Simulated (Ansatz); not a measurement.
**GeNH4 (doublet): from Hartree-Fock to the top rungs at a displaced geometry (v2), cc-pVDZ**

One table from this session's results is given with a row withheld; the runs are named, their logs left out.

Method: cc-pVDZ, core rule «outside noble gas», up to 15 orbitals frozen; program: Ansatz 0.2.0, Gaussian basis.

To be run: UHF; CCSD(T) on ROHF; CCSD(T) on UHF; BCCD(T) on ROHF; CISD; CCSDT(Q) on ROHF; CCSDT(Q) on UHF.

24 further runs of the same task are left out: 1 for a known fault of the program, 12 that didn't finish, 11 set aside as unsound or not needed.

### What is computed

The geometry is a PBE0/def2-TZVP stationary point (not a proven minimum) with its atoms shifted at random (size 0.100 Å). No spin-orbit coupling is included. The filled d shell of Ge may be among the frozen orbitals whatever the setting's name suggests; the logs give the count.

6 atoms, charge 0, spin multiplicity 2.

Atoms are counted from 1 here; the program's logs count them from 0.

Bond lengths: Ge1–N2 1.864 Å, Ge1–H3 1.523 Å, Ge1–H4 1.579 Å, Ge1–H5 1.651 Å, N2–H6 1.000 Å. Angles: N2–Ge1–H3 114.0°, N2–Ge1–H4 110.7°, N2–Ge1–H5 97.8°, H3–Ge1–H4 114.7°, H3–Ge1–H5 109.9°, H4–Ge1–H5 108.4°, Ge1–N2–H6 114.3°.

Set-up of the first run:

in.yaml

```yaml
crystal:
  periodic: [false, false, false]
  atoms:
    - {symbol: Ge, position_ang: [0.027427, 0.014995, 0.296083]}
    - {symbol: N, position_ang: [-0.137447, -0.117541, -1.555959]}
    - {symbol: H, position_ang: [-0.060827, 1.440765, 0.824856]}
    - {symbol: H, position_ang: [1.280035, -0.800289, 0.805134]}
    - {symbol: H, position_ang: [-1.338530, -0.819423, 0.702251]}
    - {symbol: H, position_ang: [0.052753, 0.731662, -2.048096]}
basis:
  gaussian: {orbitals: cc-pVDZ}
magnetization: {spin_polarized: true, initial_magnetization: 1}
hamiltonian: {xc: hf}
output: {orbitals: {seedname: orbitals}}
```

Command:

```
$ ansatz run in.yaml --threads 1 --pin off --events-out ev --progress --plain --max-ram 2393MiB
```

Among the steps run: UHF; CCSD(T) on ROHF; CCSD(T) on UHF; BCCD(T) on ROHF; CISD; CCSDT(Q) on ROHF; CCSDT(Q) on UHF.

One table of the session follows, with a row left open; its other results are not shown here.

| method | from UCCSDT(Q) (meV) |
| --- | --- |
| ROHF | +7837.6 |
| UHF | +7721.0 |
| RMP2 | ? |
| UMP2 | +1277.0 |
| RCCSD | +209.2 |
| UCCSD | +207.1 |
| RCCSD(T) | +40.3 |
| UCCSD(T) | +39.8 |
| BCCD(T) | +39.3 |
| RCCSDT | +12.9 |
| UCCSDT | +12.2 |
| RCCSDT(Q) | +1.3 |
| UCCSDT(Q) | 0 |

Estimate the missing values for RMP2.

As computed: from UCCSDT(Q) (meV): +1274.8. In the column «from UCCSDT(Q) (meV)» it lies between RCCSD (+209.2) and UMP2 (+1277.0).

Not comparable, so not listed: CISD (they don't share determinant, frozen orbitals or solution with the rows shown, or repeat one).

Limits of these values: Restricted and unrestricted rows rest on different reference determinants; where their highest levels disagree by more than a few hundredths of an eV, they describe different states and don't form one ladder.
